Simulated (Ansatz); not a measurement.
Working through a formation energy from the elements of LiGeN and its elements

Program: Ansatz 0.2.0, Python API.

The cells in order, each with its output:

**Cell 1**
```python
from collections import Counter
import warnings

import ansatz as az
import numpy as np

PHASES = {
    "LiGeN": (
        [[3.01240854, 0.0, 0.0], [-1.50620427, 2.60882232, 0.0], [0.0, 0.0, 9.419459]],
        [
            ("Li", [2 / 3, 1 / 3, 0.743392]),
            ("Li", [1 / 3, 2 / 3, 0.243392]),
            ("Ge", [0.0, 0.0, 0.498023]),
            ("Ge", [0.0, 0.0, 0.998023]),
            ("N", [1 / 3, 2 / 3, 0.603223]),
            ("N", [2 / 3, 1 / 3, 0.103223]),
        ],
    ),
    "Li": (
        [[-1.75465, 1.75465, 1.75465], [1.75465, -1.75465, 1.75465], [1.75465, 1.75465, -1.75465]],
        [
            ("Li", [0.0, 0.0, 0.0]),
        ],
    ),
    "Ge": (
        [[0.0, 2.82891, 2.82891], [2.82891, 0.0, 2.82891], [2.82891, 2.82891, 0.0]],
        [
            ("Ge", [0.0, 0.0, 0.0]),
            ("Ge", [0.25, 0.25, 0.25]),
        ],
    ),
    "N2": (
        [[9.0, 0.0, 0.0], [0.0, 9.5, 0.0], [0.0, 0.0, 10.0]],
        [
            ("N", [0.5, 0.5, 0.4445]),
            ("N", [0.5, 0.5, 0.5555]),
        ],
    ),
}
```

**Cell 2**
```python
def build(vectors, sites):
    crystal = az.Crystal(lattice=az.Lattice.of(vectors))
    for symbol, position in sites:
        crystal = crystal.atom(symbol, position)
    return crystal
```

**Cell 3**
```python
GASES = {"N2"}
```

**Cell 4**
```python
def run_phase(name, crystal):
    calc = (
        crystal.calculation()
        .functional("PBEsol")
        .basis(500)
        .kpoints(spacing=0.14)
        .occupations("fermi_dirac", width=0.02)
        .stress()
    )
    if name in GASES:
        return calc.kpoints(1, 1, 1).relax(force_tolerance=0.03, max_steps=40).run(threads=1, backend="cpu")
    calc = calc.relax(force_tolerance=0.03, max_steps=40, fix_cell=["shape"])
    return calc.run(threads=1, backend="cpu")
```

**Cell 5**
```python
def counts(outcome):
    return Counter(site.symbol for site in outcome.lattice.sites)
```

**Cell 6**
```python
def formation_energy(outcome, mu):
    n = counts(outcome)
    return (outcome.report["energy_sigma0_ev"] - sum(k * mu[element] for element, k in n.items())) / sum(n.values())
```

**Cell 7**
```python
def volume_per_atom(outcome):
    return abs(np.linalg.det(outcome.lattice.cell_ang)) / len(outcome.lattice.sites)
```

**Cell 8**
```python
warnings.simplefilter("ignore")
```

**Cell 9**
```python
phases = {name: build(*cell) for name, cell in PHASES.items()}
```

**Cell 10**
```python
done = {}
for name, crystal in phases.items():
    done[name] = run_phase(name, crystal)
    print(f"{name}: {done[name].report['energy_sigma0_ev']:.4f} eV, {len(done[name].lattice.sites)} atoms")
```
Output:
```text
LiGeN: -9672.2727 eV, 6 atoms
Li: -202.9968 eV, 1 atoms
Ge: -8506.9958 eV, 2 atoms
N2: -756.9540 eV, 2 atoms
```

**Cell 11**
```python
references = {"Li": "Li", "Ge": "Ge", "N": "N2"}
mu = {element: done[name].report["energy_sigma0_ev"] / len(done[name].lattice.sites) for element, name in references.items()}
```

**Cell 12**
```python
target = done["LiGeN"]
heat = formation_energy(target, mu)
n = counts(target)
print("cell content:", dict(n), " volume", round(volume_per_atom(target), 3), "A^3/atom")
print("formation energy", round(heat, 4), "eV/atom,", round(heat * sum(n.values()), 4), "eV per cell")
print("bound against the elements" if heat < 0 else "unbound against the elements")
```
Output:
```text
cell content: {<Element.LI: 'Li'>: 2, <Element.GE: 'Ge'>: 2, <Element.N: 'N'>: 2}  volume 11.94 A^3/atom
formation energy -0.3882 eV/atom, -2.3292 eV per cell
bound against the elements
```

Absolute energies stand on the zero of these potentials, so only differences at equal settings mean something. For the metals among these phases the mesh is modest: differences between phases can be off by up to 40 meV an atom. The program warned that this SCF threshold is loose for forces or stresses. Atoms and volume are relaxed with the cell's shape held, which in cells of lower than cubic symmetry can hide stresses and shift volumes. The cells come from databases of deposited and of computed structures, and not all need be stable phases. The compound is the structure given, not necessarily its lowest; energies are at zero temperature, with no correction for gases. A semilocal functional's error on such energies is often 0.05 to 0.1 eV an atom, and 0.1 to 0.3 eV against gases such as O2 or F2. The script silences warnings, which a real study should read. Hardware and time: 4.1 min on 1 thread of Arm Neoverse N1 (shared host), peak memory 0.8 GiB.
